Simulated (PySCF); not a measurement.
Crystal: C3SH4, in a box.

```xyz
8
Lattice="13.0000 0.0000 0.0000 0.0000 13.0000 0.0000 0.0000 0.0000 11.0000" Properties=species:S:1:pos:R:3 pbc="T T T"
C     5.5894    7.6498    5.4875
C     5.7631    6.2236    5.9182
C     6.8781    5.5547    5.8154
S     8.2126    4.7669    5.6884
H     4.8134    7.7309    4.7215
H     5.2878    8.2751    6.3324
H     6.5157    8.0528    5.0786
H     4.9142    5.6956    6.3465
```

Program: PySCF 2.14.0. Alike in all runs: task atomic charges; potentials or basis def2-svp (all-electron); no spin polarisation; cell as given; k mesh 1 × 1 × 1; smearing fixed.

Q: Order these runs on this cell by their band gap on the k mesh, lowest first.
A. level MN15-L
B. level M06-2X; exxdiv ewald
C. level TPSS

A: C (2.43 eV), A (2.98 eV), B (6.31 eV).

Caveats: this is a molecule in a periodic box at the Γ point, so its band gap is the HOMO-LUMO gap; the basis of atomic orbitals isn't converged, which shifts pressures, moduli and gaps.

A k mesh can miss the band edges.

Not every run made on this cell is shown here.
